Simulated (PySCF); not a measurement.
# [WO3(OH)]−: how settings move a single point

Aim: repeat the single point on relaxed [WO3(OH)]− with altered settings, some of them bad on purpose. The structure is generated, not taken from experiment.

Method: r2SCAN, W def2-SVP with ECP60, O def2-SVP, H def2-SVP; scalar-relativistic core potentials, no spin–orbit coupling; program: PySCF 2.14.0.

4 further runs of the same task are left out: 2 for a known fault of the program, 1 that didn't finish, 1 set aside as unsound or not needed.

## (1) Where the work starts

6 atoms, charge -1, spin multiplicity 1.

Bond lengths: W1–O2 1.759 Å, W1–O3 1.759 Å, W1–O4 1.758 Å, W1–O5 1.956 Å, O5–H6 0.966 Å. Angles: O2–W1–O3 108.6°, O2–W1–O4 110.4°, O2–W1–O5 109.2°, O3–W1–O4 110.4°, O3–W1–O5 109.2°, O4–W1–O5 108.9°, W1–O5–H6 114.4°.

Coordinates:

```
W     0.0084   -0.0084   -0.0601
O     0.9412    1.0788    0.9606
O    -1.0788   -0.9412    0.9606
O     1.0774   -1.0774   -0.9564
O    -1.0448    1.0448   -1.3286
H    -1.6624    1.6624   -0.9170
```

Formal oxidation states: W +6. An earlier session relaxed this geometry at r2SCAN, W def2-SVP with ECP60, O def2-SVP, H def2-SVP (singlet, point group Cs).

The sound run used a (50, 194) grid (finer on f atoms), a threshold of 1e-8 and at most 55 cycles, and ended at -368.526146 Eh.

## (2) Altered run 1

File run.py (the lines that set the calculation):

```python
mol = gto.M(atom='''
W      0.00879    -0.00879    -0.06306
O      0.98823     1.13275     1.00867
O     -1.13275    -0.98823     1.00867
O      1.13127    -1.13127    -1.00422
O     -1.09701     1.09701    -1.39499
H     -1.74554     1.74554    -0.96289''',
    basis={'W': 'def2-SVP', 'O': 'def2-SVP', 'H': 'def2-SVP'},
    ecp={'W': 'def2-SVP'},
    charge=-1, spin=0)
mf = dft.RKS(mol, xc='R2SCAN')
mf.grids.atom_grid = (50, 194)
mf = mf.density_fit()  # fitting sets: W def2-universal-JKFIT, O def2-universal-JKFIT, H def2-universal-JKFIT
mf.conv_tol = 1e-08; mf.max_cycle = 55
mf.kernel(dm0)  # dm0: free metal ions and neutral atoms
```

Launch:

```sh
OMP_NUM_THREADS=2 python run.py
```

The program printed:

```text
init E= -381.912646692669
  HOMO = 0.0800496125173176  LUMO = 0.182584109749281  gap/eV = 2.79011
cycle= 1 E= -367.052188831253  delta_E= 14.9  |g|= 2.75  |ddm|= 4.15
  HOMO = -0.320259060558777  LUMO = 0.00142490954383945  gap/eV = 8.75347
cycle= 2 E= -363.47908703618  delta_E= 3.57  |g|= 4.61  |ddm|= 4.96
  HOMO = -0.0155232016732237  LUMO = 0.0858912795231046  gap/eV = 2.75963
cycle= 3 E= -368.106886506297  delta_E= -4.63  |g|= 1.38  |ddm|= 3.89
  HOMO = -0.0566967041338516  LUMO = 0.123065885319686  gap/eV = 4.89159
cycle= 4 E= -368.444650462254  delta_E= -0.338  |g|= 0.516  |ddm|= 1.26
  HOMO = -0.0598391428082176  LUMO = 0.10288474553194  gap/eV = 4.42794
cycle= 5 E= -368.494373598479  delta_E= -0.0497  |g|= 0.157  |ddm|= 0.415
  HOMO = -0.0539129654437971  LUMO = 0.104648595843976  gap/eV = 4.31468
cycle= 6 E= -368.490037833374  delta_E= 0.00434  |g|= 0.211  |ddm|= 0.25
  HOMO = -0.0573003466181782  LUMO = 0.106901067789273  gap/eV = 4.46815
cycle= 7 E= -368.499704369052  delta_E= -0.00967  |g|= 0.0204  |ddm|= 0.162
  HOMO = -0.0588250522764196  LUMO = 0.104867871083942  gap/eV = 4.45431
cycle= 8 E= -368.499775075034  delta_E= -7.07e-05  |g|= 0.00988  |ddm|= 0.02
  HOMO = -0.0583670358229256  LUMO = 0.105801664359153  gap/eV = 4.46726
cycle= 9 E= -368.499797177105  delta_E= -2.21e-05  |g|= 0.0016  |ddm|= 0.00857
  HOMO = -0.0585068958215533  LUMO = 0.10565563399756  gap/eV = 4.46709
cycle= 10 E= -368.499797796144  delta_E= -6.19e-07  |g|= 0.000335  |ddm|= 0.00155
  HOMO = -0.0585127950838581  LUMO = 0.105666071775759  gap/eV = 4.46753
cycle= 11 E= -368.499797819707  delta_E= -2.36e-08  |g|= 4.07e-05  |ddm|= 0.000256
  HOMO = -0.0585102245858774  LUMO = 0.105668182746434  gap/eV = 4.46752
cycle= 12 E= -368.499797820164  delta_E= -4.57e-10  |g|= 5.72e-06  |ddm|= 4.26e-05
  HOMO = -0.0585101071120418  LUMO = 0.105668395778987  gap/eV = 4.46752
Extra cycle  E= -368.499797820107  delta_E= 5.71e-11  |g|= 1.81e-05  |ddm|= 1.72e-05
converged SCF energy = -368.499797820107
```

It took 5.1 s on 2 threads of Arm Neoverse V1, shared host.

Changed: the scale of all coordinates (1.05). It converges in 12 cycles, +0.717 eV from the sound run, with a largest force component of 2.36 eV/Å. The setting is unsound, so these numbers aren't the compound's.

## (3) Altered run 2

File run.py (the lines that set the calculation):

```python
mol = gto.M(atom='''
W      0.00837    -0.00837    -0.06006
O      0.94117     1.07881     0.96064
O     -1.07881    -0.94117     0.96064
O      1.07740    -1.07740    -0.95640
O     -1.04477     1.04477    -1.32856
H     -1.66242     1.66242    -0.91704''',
    basis={'W': 'def2-SVP', 'O': 'def2-SVP', 'H': 'def2-SVP'},
    ecp={'W': 'def2-SVP'},
    charge=-1, spin=0)
mf = dft.RKS(mol, xc='R2SCAN')
mf.grids.atom_grid = (50, 194)
mf = mf.density_fit()  # fitting sets: W def2-universal-JKFIT, O def2-universal-JKFIT, H def2-universal-JKFIT
mf.conv_tol = 1e-06; mf.max_cycle = 55
mf.kernel(dm0)  # dm0: free metal ions and neutral atoms
```

Launch:

```sh
OMP_NUM_THREADS=2 python run.py
```

The program printed:

```text
init E= -382.11187208593
  HOMO = 0.0729652486160532  LUMO = 0.201196740015604  gap/eV = 3.48936
cycle= 1 E= -367.535250281001  delta_E= 14.6  |g|= 2.32  |ddm|= 4.09
  HOMO = -0.277842288636642  LUMO = 0.0432306125311186  gap/eV = 8.73684
cycle= 2 E= -365.072465715393  delta_E= 2.46  |g|= 3.99  |ddm|= 4.22
  HOMO = -0.0338926921443687  LUMO = 0.104906169880371  gap/eV = 3.77691
cycle= 3 E= -368.216464915733  delta_E= -3.14  |g|= 1.23  |ddm|=  3.3
  HOMO = -0.0542742932129624  LUMO = 0.143890125707469  gap/eV = 5.39233
cycle= 4 E= -368.519074974579  delta_E= -0.303  |g|= 0.198  |ddm|= 0.924
  HOMO = -0.0481280325436078  LUMO = 0.151393881952253  gap/eV = 5.42927
cycle= 5 E= -368.522705334336  delta_E= -0.00363  |g|= 0.129  |ddm|= 0.202
  HOMO = -0.0527294383891489  LUMO = 0.1433471997283  gap/eV = 5.33552
cycle= 6 E= -368.523165766597  delta_E= -0.00046  |g|= 0.118  |ddm|= 0.167
  HOMO = -0.0560961193605223  LUMO = 0.142938106684516  gap/eV = 5.41600
cycle= 7 E= -368.5260543907  delta_E= -0.00289  |g|= 0.0199  |ddm|= 0.0901
  HOMO = -0.0546141211453715  LUMO = 0.14472622277707  gap/eV = 5.42433
cycle= 8 E= -368.52614398317  delta_E= -8.96e-05  |g|= 0.00348  |ddm|= 0.0187
  HOMO = -0.0549140706737906  LUMO = 0.144483477673461  gap/eV = 5.42588
cycle= 9 E= -368.526146320391  delta_E= -2.34e-06  |g|= 0.000944  |ddm|= 0.00276
  HOMO = -0.0549344257823104  LUMO = 0.144506902762844  gap/eV = 5.42707
cycle= 10 E= -368.526146505041  delta_E= -1.85e-07  |g|= 0.000145  |ddm|= 0.000679
  HOMO = -0.0549628882057956  LUMO = 0.144510065358641  gap/eV = 5.42794
Extra cycle  E= -368.526146470724  delta_E= 3.43e-08  |g|= 0.000438  |ddm|= 0.00041
converged SCF energy = -368.526146470724
```

Run time: 4.7 s. Hardware: 2 threads of Arm Neoverse V1, shared host.

Changed: the SCF threshold (1e-06). It converges in 10 cycles, at the sound run's energy within 0.001 eV, with a largest force component of 0.01 eV/Å. The result survives the change.

## (4) Altered run 3

run.py (the lines that set the calculation): that of step 3 with these lines changed.

```diff
@@ -13,3 +13,3 @@
 mf = mf.density_fit()  # fitting sets: W def2-universal-JKFIT, O def2-universal-JKFIT, H def2-universal-JKFIT
-mf.conv_tol = 1e-06; mf.max_cycle = 55
-mf.kernel(dm0)  # dm0: free metal ions and neutral atoms
+mf.conv_tol = 1e-08; mf.max_cycle = 55
+mf.kernel(dm0)  # dm0: smeared density
```

Launch:

```sh
OMP_NUM_THREADS=2 python run.py
```

The program printed:

```text
init E= -368.477331030494
  HOMO = -0.0615368758303339  LUMO = 0.142236086558865  gap/eV = 5.54494
cycle= 1 E= -368.525088138939  delta_E= -0.0478  |g|= 0.0715  |ddm|= 0.185
  HOMO = -0.046267075667349  LUMO = 0.139935447138306  gap/eV = 5.06683
cycle= 2 E= -368.512212630657  delta_E= 0.0129  |g|= 0.264  |ddm|= 0.231
  HOMO = -0.0540003864127669  LUMO = 0.145264928663969  gap/eV = 5.42229
cycle= 3 E= -368.526136276288  delta_E= -0.0139  |g|= 0.00665  |ddm|= 0.18
  HOMO = -0.0550488774588874  LUMO = 0.144260669958197  gap/eV = 5.42349
cycle= 4 E= -368.526145729887  delta_E= -9.45e-06  |g|= 0.0018  |ddm|= 0.00816
  HOMO = -0.0549394730139087  LUMO = 0.14452606356329  gap/eV = 5.42773
cycle= 5 E= -368.526146377409  delta_E= -6.48e-07  |g|= 0.000787  |ddm|= 0.00213
  HOMO = -0.0549414264806655  LUMO = 0.144513420153728  gap/eV = 5.42744
cycle= 6 E= -368.526146456152  delta_E= -7.87e-08  |g|= 0.000496  |ddm|= 0.000878
  HOMO = -0.0549493908196686  LUMO = 0.144501893809042  gap/eV = 5.42735
cycle= 7 E= -368.526146508982  delta_E= -5.28e-08  |g|= 5.13e-05  |ddm|= 0.000387
  HOMO = -0.0549439587221992  LUMO = 0.144505954121544  gap/eV = 5.42731
cycle= 8 E= -368.526146509189  delta_E= -2.07e-10  |g|= 4.08e-05  |ddm|= 6.99e-05
  HOMO = -0.054946971877913  LUMO = 0.144504259178163  gap/eV = 5.42734
Extra cycle  E= -368.526146507767  delta_E= 1.42e-09  |g|= 9.3e-05  |ddm|= 9.79e-05
converged SCF energy = -368.526146507767
```

Wall time 4.2 s (2 threads of Arm Neoverse V1, shared host).

Changed: the starting guess (smeared density). It converges in 8 cycles, at the sound run's energy within 0.001 eV, with a largest force component of 0.01 eV/Å. The result survives the change.

## (5) Altered run 4

run.py (the lines that set the calculation): that of step 4 with these lines changed.

```diff
@@ -4,3 +4,3 @@
 O     -1.07881    -0.94117     0.96064
-O      1.07740    -1.07740    -0.95640
+O      0.49496    -0.49496    -0.46805
 O     -1.04477     1.04477    -1.32856
@@ -13,3 +13,3 @@
 mf = mf.density_fit()  # fitting sets: W def2-universal-JKFIT, O def2-universal-JKFIT, H def2-universal-JKFIT
-mf.conv_tol = 1e-08; mf.max_cycle = 55
-mf.kernel(dm0)  # dm0: smeared density
+mf.conv_tol = 1e-08; mf.max_cycle = 66
+mf.kernel(dm0)  # dm0: free metal ions and neutral atoms
```

Launch:

```sh
OMP_NUM_THREADS=2 python run.py
```

The program printed:

```text
init E= -372.268748214439
  HOMO = 0.140962162227797  LUMO = 0.195790115186512  gap/eV = 1.49194
cycle= 1 E= -361.393209774184  delta_E= 10.9  |g|= 1.89  |ddm|=  6.1
  HOMO = 0.00744626799549053  LUMO = 0.0964936031237788  gap/eV = 2.42310
cycle= 2 E= -360.123492959975  delta_E= 1.27  |g|= 3.07  |ddm|= 4.02
  HOMO = 0.0651695699819363  LUMO = 0.104497167946782  gap/eV = 1.07016
cycle= 3 E= -361.698417216486  delta_E= -1.57  |g|= 1.25  |ddm|= 3.25
  HOMO = 0.0533073925523624  LUMO = 0.124971997342485  gap/eV = 1.95009
cycle= 4 E= -362.012858999778  delta_E= -0.314  |g|= 0.375  |ddm|= 1.48
  HOMO = 0.0854082147277992  LUMO = 0.134016201034711  gap/eV = 1.32269
cycle= 5 E= -362.033305029857  delta_E= -0.0204  |g|= 0.191  |ddm|= 0.606
  HOMO = 0.0727967438847763  LUMO = 0.130399304635638  gap/eV = 1.56745
cycle= 6 E= -362.041169985429  delta_E= -0.00786  |g|= 0.0297  |ddm|= 0.299
  HOMO = 0.0741611655764665  LUMO = 0.131332618415147  gap/eV = 1.55571
cycle= 7 E= -362.041406391534  delta_E= -0.000236  |g|= 0.00301  |ddm|= 0.0449
  HOMO = 0.0745632759503323  LUMO = 0.131329043889533  gap/eV = 1.54468
cycle= 8 E= -362.041407477085  delta_E= -1.09e-06  |g|= 0.00177  |ddm|= 0.00716
  HOMO = 0.0743307418793897  LUMO = 0.131289929982717  gap/eV = 1.54994
cycle= 9 E= -362.04140816716  delta_E= -6.9e-07  |g|= 0.000245  |ddm|= 0.00345
  HOMO = 0.0743338709643169  LUMO = 0.131291075130289  gap/eV = 1.54988
cycle= 10 E= -362.041408179782  delta_E= -1.26e-08  |g|= 3.15e-05  |ddm|= 0.000367
  HOMO = 0.0743349594723455  LUMO = 0.131290967523558  gap/eV = 1.54985
cycle= 11 E= -362.041408179967  delta_E= -1.85e-10  |g|= 9.37e-06  |ddm|= 9.06e-05
  HOMO = 0.0743354776900311  LUMO = 0.131290865730705  gap/eV = 1.54984
Extra cycle  E= -362.041408179973  delta_E= -6.48e-12  |g|= 1.17e-05  |ddm|= 2.65e-05
converged SCF energy = -362.041408179973
```

Run time: 4.9 s. Hardware: 2 threads of Arm Neoverse V1, shared host.

Changed: one atom's place (atom 4 put 0.8 Å from the metal); the cycle limit is 66. It converges in 11 cycles, +176.459 eV from the sound run, with a largest force component of 581.06 eV/Å. The setting is unsound, so these numbers aren't the compound's.

## (6) Side by side

| run | changed | ending | energy change (eV) | cycles | time | usable |
| --- | --- | --- | --- | --- | --- | --- |
| 1 | the scale of all coordinates | converged | +0.717 | 12 | 5.1 s | no |
| 2 | the SCF threshold | converged | 0.000 | 10 | 4.7 s | yes |
| 3 | the starting guess | converged | 0.000 | 8 | 4.2 s | yes |
| 4 | one atom's place | converged | +176.459 | 11 | 4.9 s | no |

2 of 4 altered runs give a usable result. 2 ended normally with numbers unfit to quote.
